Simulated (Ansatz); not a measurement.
# BrClFHOSi: the cost of one run

All numbers are computed with Ansatz 0.2.0 through its Python package. Level of theory: PBE0/def2-SVP.

### 1 The system

Bond lengths: O1–Si2 1.631 Å, Si2–F3 1.568 Å, Si2–Cl4 1.988 Å, Si2–Br5 2.200 Å, O1–H6 0.919 Å. Angles: O1–Si2–F3 105.9°, O1–Si2–Cl4 107.7°, O1–Si2–Br5 112.3°, F3–Si2–Cl4 108.3°, F3–Si2–Br5 111.4°, Cl4–Si2–Br5 111.0°, Si2–O1–H6 118.4°.

Input file brclfhosi.xyz:

```xyz
6

O    -0.58330    0.28410    1.14770
Si    0.19260    0.04630   -0.26740
F     1.54170   -0.66400    0.09790
Cl   -0.89960   -1.21170   -1.35150
Br    0.54260    1.92640   -1.35430
H    -0.75190   -0.44500    1.68150
```

### 2 The code

File freq_brclfhosi.py:

```python
from dataclasses import dataclass
import itertools
import warnings

import ansatz
from ase.data import atomic_numbers, covalent_radii
import numpy as np


@dataclass
class RunConfig:
    basis: str = "def2-SVP"
    functional: str = "PBE0"


opts = RunConfig()

warnings.simplefilter("ignore", ansatz.DeckWarning)

brclfhosi = ansatz.Crystal.molecule_from_extxyz("brclfhosi.xyz")

base = brclfhosi.calculation().basis(gaussian=opts.basis).functional(opts.functional)
symbols = [site.symbol for site in brclfhosi.cartesian_sites]
start = np.array([site.position_ang for site in brclfhosi.cartesian_sites], dtype=float)
report = base.relax(force_tolerance=0.003).run(threads=1, pin="off").report
end = np.array(report["positions_ang"])

radius = [covalent_radii[atomic_numbers[s]] for s in symbols]
span = lambda where, i, j: np.linalg.norm(where[i] - where[j])
bonded = [(i, j) for i, j in itertools.combinations(range(len(symbols)), 2) if min(span(start, i, j), span(end, i, j)) < 1.2 * (radius[i] + radius[j])]
print("pair        before    after (A)")
for i, j in bonded:
    print(f"{symbols[i]}{i}-{symbols[j]}{j}".ljust(10), f"{span(start, i, j):8.4f} {span(end, i, j):8.4f}")

minimum = ansatz.Crystal.molecule()
for symbol, place in zip(symbols, end):
    minimum = minimum.atom(symbol, place.tolist())
vibrating = (
    minimum.calculation()
    .basis(gaussian=opts.basis)
    .functional(opts.functional)
    .phonons(temperatures=(200, 600, 100))
)
vib = vibrating.run(threads=1, pin="off").report["vibrations"]
sums = vib["harmonic_sums"]
modes = [m["omega_inv_cm"] for m in sums["modes_at_gamma"] if m["rigid_motion"] == "no"]
print("frequencies (1/cm):", " ".join(f"{w:.0f}" for w in modes))
print("imaginary modes:", sum(w < 0 for w in modes), " zero-point energy:", round(sums["zero_point_energy_ev"], 4), "eV")
print("T (K)   F_vib (eV)   S_vib (meV/K)   C_vib (meV/K)")
for row in zip(sums["temperatures_k"], sums["vibrational_free_energy_ev"], vib["entropy_ev_per_k"], vib["heat_capacity_ev_per_k"]):
    print(f"{row[0]:6.1f} {row[1]:11.4f} {1000 * row[2]:13.4f} {1000 * row[3]:15.4f}")

heavier = vibrating.phonons(masses={"H": 2.014102}).run(threads=1, pin="off").report["vibrations"]["harmonic_sums"]
print("deuterated (1/cm):", " ".join(f"{m['omega_inv_cm']:.0f}" for m in heavier["modes_at_gamma"] if m["rigid_motion"] == "no"))
print("zero-point energy falls by", round(sums["zero_point_energy_ev"] - heavier["zero_point_energy_ev"], 4), "eV")
```

### 3 The calls as engine input

The engine receives this input (first run):

```yaml
crystal:
  periodic: [false, false, false]
  atoms:
    - { symbol: O, position_ang: [-0.5833, 0.2841, 1.1477] }
    - { symbol: Si, position_ang: [0.1926, 0.0463, -0.2674] }
    - { symbol: F, position_ang: [1.5417, -0.664, 0.0979] }
    - { symbol: Cl, position_ang: [-0.8996, -1.2117, -1.3515] }
    - { symbol: Br, position_ang: [0.5426, 1.9264, -1.3543] }
    - { symbol: H, position_ang: [-0.7519, -0.445, 1.6815] }
basis:
  gaussian:
    orbitals: def2-SVP
hamiltonian:
  xc: pbe0
relax:
  f_tol: 0.003
```

### 4 Running it

Run with:

```bash
$ python freq_brclfhosi.py
```

What time and memory should one allow on 1 thread of Arm Neoverse V1, shared host?

About 5.2 min, with a peak of 0.32 GiB.
